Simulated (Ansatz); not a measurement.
The system is Ge2Sb2Te5.

```xyz
9
Lattice="4.2941 0.0000 0.0000 -2.1470 3.7188 0.0000 0.0000 0.0000 17.1013" Properties=species:S:1:pos:R:3 pbc="T T T"
Te    2.1470    1.2396    7.1807
Te    0.0000    2.4792    9.9206
Te    0.0000    2.4792    3.4466
Te    2.1470    1.2396   13.6547
Te    0.0000    0.0000    0.0000
Sb    0.0000    0.0000    5.4736
Sb    0.0000    0.0000   11.6278
Ge    2.1470    1.2396    1.7596
Ge    0.0000    2.4792   15.3417
```

The cell comes from a database or a generator and needn't be the stable form of this composition.

| Property | Result |
| --- | --- |
| Program | Ansatz 0.2.0 |
| Task | relaxation of cell and atoms |
| Functional | BLYP |
| Potentials or basis | Ansatz PAW |
| Cutoff | 420 eV (not typed: the program's choice for these potentials) |
| k mesh | 7 × 7 × 2 |
| Occupations | fermi-dirac, width 0.05 eV |
| Spin | no spin polarisation |

At the start: volume 30.34 Å³/atom.

Task: Where does the relaxation end?

Result: It ends after 21 steps and the volume is 42.65 Å³/atom (+40.6 %); space group P-3m1 (No. 164, to 0.05 Å).

Step by step:
| step | energy change (eV) | largest force (eV/Å) | volume (Å³) |
| --- | --- | --- | --- |
| 1 | 0.0000 | 0.0970 | 273.09 |
| 2 | -0.3127 | 0.3674 | 312.20 |
| 3 | -0.4015 | 0.1055 | 306.82 |
| 4 | -0.4349 | 0.0251 | 309.59 |
| 5 | -0.4530 | 0.0161 | 315.90 |
| 6 | -0.4587 | 0.0150 | 322.96 |
| 7 | -0.4588 | 0.0057 | 324.77 |
| 8 | -0.4749 | 0.0054 | 324.77 |
| 9 | -0.4805 | 0.0077 | 331.46 |
| 10 | -0.4870 | 0.0072 | 341.78 |
| 11 | -0.4893 | 0.0109 | 353.07 |
| 12 | -0.4884 | 0.0150 | 358.74 |
| 13 | -0.4891 | 0.0046 | 356.76 |
| 14 | -0.4955 | 0.0043 | 356.76 |
| 15 | -0.4960 | 0.0151 | 362.33 |
| 16 | -0.4961 | 0.0123 | 374.95 |
| 17 | -0.4946 | 0.0172 | 386.06 |
| 18 | -0.4953 | 0.0077 | 382.77 |
| 19 | -0.4953 | 0.0010 | 383.25 |
| 20 | -0.4952 | 0.0002 | 383.83 |
| 21 | -0.4991 | 0.0002 | 383.83 |

Final structure:
```
CELL_PARAMETERS angstrom
4.42356 0.00000 0.00000
-2.21178 3.83091 0.00000
0.00000 0.00000 22.65008
ATOMIC_POSITIONS crystal
Te 0.66667 0.33333 0.32381
Te 0.33333 0.66667 0.67619
Te 0.33333 0.66667 0.15626
Te 0.66667 0.33333 0.84374
Te 0.00000 0.00000 0.00000
Sb 0.00000 0.00000 0.24915
Sb 0.00000 0.00000 0.75085
Ge 0.66667 0.33333 0.07945
Ge 0.33333 0.66667 0.92055
```

Caveat: the volume moved by over 15 % at a fixed basis, so the end points are rough; the plane-wave basis is chosen anew once the cell has moved, so the energies of steps on either side of that aren't comparable; the PAW data sets come from PBE, with cores solved anew for the run's functional, which leaves a small shift of forces and pressure.
